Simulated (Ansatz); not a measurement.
# W: the cost of one run

Program: Ansatz 0.2.0. Level of theory: DFT PBEsol, scalar-relativistic, plane waves, PAW. These are calculated values, not measurements.

2 further runs of the same task are left out: 2 set aside as unsound or not needed. Runs told in other sessions of the task aren't counted.

## Step 1: The system as given

Symmetry: Pm-3n, No. 223, cubic system. The conventional cell has a = 5.032 Å, b = 5.032 Å, c = 5.032 Å, α = 90.00°, β = 90.00°, γ = 90.00°. W (site symmetry m-3) is surrounded by 12 W at 2.81 Å. Around W (site symmetry -4m2) lie 6 W at 2.52 to 2.81 Å.

As a file:

```cif
data_structure
_symmetry_space_group_name_H-M 'P 1'
_symmetry_Int_Tables_number 1
_cell_length_a 5.0320
_cell_length_b 5.0320
_cell_length_c 5.0320
_cell_angle_alpha 90.000
_cell_angle_beta 90.000
_cell_angle_gamma 90.000
_cell_volume 127.42
loop_
_atom_site_label
_atom_site_type_symbol
_atom_site_fract_x
_atom_site_fract_y
_atom_site_fract_z
_atom_site_occupancy
W1 W 0.00000 0.00000 0.00000 1
W2 W 0.50000 0.50000 0.50000 1
W3 W 0.00000 0.50000 0.25000 1
W4 W 0.00000 0.50000 0.75000 1
W5 W 0.25000 0.00000 0.50000 1
W6 W 0.75000 0.00000 0.50000 1
W7 W 0.50000 0.75000 0.00000 1
W8 W 0.50000 0.25000 0.00000 1
```

It is the result of an earlier relaxation at this level (volume 15.93 Å³/atom; gap on the mesh: none (metal)).

## Step 2: Zero of energy

Reference values: F = -82051.7978 eV; pressure 0.00 GPa; largest force 0.000 eV/Å; gap on the mesh none (metal). It was computed beforehand with the settings of the runs below.

## Step 3: Next: a frozen normal mode

Mode 16 of the phonon run on this cell, counted from the lowest, is frozen in: each atom moves by x times its row below, so x is the largest displacement.

```
atom      ux      uy     uz
  W1   0.707   0.707  0.000
  W2   0.707   0.707  0.000
  W3  -0.308  -0.308  0.000
  W4  -0.308  -0.308  0.000
  W5  -0.091  -0.308  0.000
  W6  -0.091  -0.308  0.000
  W7  -0.308  -0.091  0.000
  W8  -0.308  -0.091  0.000
```

## Step 4: x = -0.300 Å

input.yaml

```yaml
crystal:
  lattice:
    - [5.0320434148, 0.0, 0.0]
    - [0.0, 5.0320434148, 0.0]
    - [0.0, 0.0, 5.0320434148]
  atoms:
    - { symbol: W, position: [-0.0421562409, -0.0421562409, 0.0] }
    - { symbol: W, position: [0.4578437591, 0.4578437591, 0.5] }
    - { symbol: W, position: [0.018378426, 0.518378426, 0.25] }
    - { symbol: W, position: [0.018378426, 0.518378426, 0.75] }
    - { symbol: W, position: [0.2553993889, 0.018378426, 0.5] }
    - { symbol: W, position: [0.7553993889, 0.018378426, 0.5] }
    - { symbol: W, position: [0.518378426, 0.7553993889, 0.0] }
    - { symbol: W, position: [0.518378426, 0.2553993889, 0.0] }
basis:
  ecutwfc: 420
kpoints:
  mp_grid: { grid: [8, 8, 8] }
hamiltonian:
  xc: pbesol
scf:
  occupations: { method: gaussian, width: 0.15 }
output:
  forces: true
  stress: true
  eigenvalues: true
```

Started as:

```sh
> ansatz run input.yaml --threads 2 --pin off --max-ram 5120MiB --backend cpu --events-out ev --progress --plain --runs-dir out
```

Q: Estimate wall time and peak memory on 2 threads of Arm Neoverse V2, shared host.

About 30 s, with a peak of 0.82 GiB.
